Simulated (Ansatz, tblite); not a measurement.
# The cluster Sn5S5: which isomer is lowest

One table from this session's results is given with a row withheld; the runs are named, their logs left out.

The runs use Ansatz 0.2.0, Gaussian basis; relaxed with PBE0-D4/def2-SVP, singlet.

7 further runs of the same task are left out: 4 that didn't finish, 3 set aside as unsound or not needed. Runs told in other sessions of the task aren't counted.

### Where the work starts

10 atoms, charge 0, spin multiplicity 1.

Atoms are counted from 1 here; the program's logs count them from 0.

Bond lengths: Sn1–S6 2.649 Å, Sn1–S8 2.478 Å, Sn1–S10 2.644 Å, Sn2–S6 2.581 Å, Sn2–S7 2.574 Å, Sn2–S10 2.580 Å, Sn3–S6 2.541 Å, Sn3–S7 2.590 Å, Sn3–S9 2.585 Å, Sn4–S7 2.588 Å, Sn4–S9 2.584 Å, Sn4–S10 2.540 Å, Sn5–S8 2.383 Å, Sn5–S9 2.512 Å. Angles: S6–Sn1–S8 104.6°, S6–Sn1–S10 83.9°, S8–Sn1–S10 104.4°, S6–Sn2–S7 89.7°, S6–Sn2–S10 86.6°, S7–Sn2–S10 89.7°, S6–Sn3–S7 90.2°, S6–Sn3–S9 100.2°, S7–Sn3–S9 84.8°, S7–Sn4–S9 84.9°, S7–Sn4–S10 90.3°, S9–Sn4–S10 100.1°, S8–Sn5–S9 103.2°, Sn1–S6–Sn2 86.9°, Sn1–S6–Sn3 122.5°, Sn2–S6–Sn3 90.4°, Sn2–S7–Sn3 89.5°, Sn2–S7–Sn4 89.5° and more.

Sn takes a core potential in the def2 sets. No spin-orbit coupling is included.

A search from random starts with GFN2-xTB found 9 distinct shapes; 2 go on here. The structure above is candidate A, which lies 0.00 eV above the lowest at that level; B lies 0.58 eV above the lowest at that level.

Set-up of the first run:

in.yaml reads:

```yaml
crystal:
  periodic: [false, false, false]
  atoms:
    - {symbol: Sn, position_ang: [1.071590, 2.239090, -0.745480]}
    - {symbol: Sn, position_ang: [-1.458750, 0.273800, -2.380330]}
    - {symbol: Sn, position_ang: [0.529340, -2.279620, -0.726350]}
    - {symbol: Sn, position_ang: [-2.141080, -0.382240, 1.127540]}
    - {symbol: Sn, position_ang: [1.956590, -0.029720, 2.836500]}
    - {symbol: S, position_ang: [1.055910, -0.118200, -1.953810]}
    - {symbol: S, position_ang: [-2.006350, -1.834990, -1.009550]}
    - {symbol: S, position_ang: [2.262940, 1.838700, 1.389660]}
    - {symbol: S, position_ang: [0.182850, -1.373130, 1.669780]}
    - {symbol: S, position_ang: [-1.453040, 1.666320, -0.207960]}
basis:
  gaussian: {orbitals: def2-SVP}
hamiltonian: {xc: pbe0, dispersion: d4}
scf: {lower_state_search: "off"}
output: {orbitals: {seedname: orbitals}}
relax: {f_tol: 0.03, max_steps: 70}
```

Run with:

```
$ ansatz run in.yaml --threads 4 --pin off --events-out ev --progress --plain --max-ram 6963MiB
```

Steps of the session up to this table: Relaxing candidate A; Relaxing candidate B; Candidate B, PBE0-D4/def2-TZVP; Candidate B, PBE-D4/def2-TZVP; Candidate B, r2SCAN-D4/def2-TZVP.

One of the session's tables, all rows but one given; the rest of the session is left out.

It belongs to the step «B against A». 

```
              level  B above A (kJ/mol)
           GFN1-xTB                   ?
           GFN2-xTB               +82.5
   PBE-D4/def2-TZVP               +38.8
r2SCAN-D4/def2-TZVP               +38.0
  PBE0-D4/def2-TZVP               +36.1
```

**Question.** Estimate the row for GFN1-xTB.

As computed: B above A (kJ/mol): +57.7. In the column «B above A (kJ/mol)» it lies between PBE-D4/def2-TZVP (+38.8) and GFN2-xTB (+82.5).

Caveats from the session: The search was small, so a lower isomer may exist. Only singlets are compared; another spin may lie lower and prefer another shape.
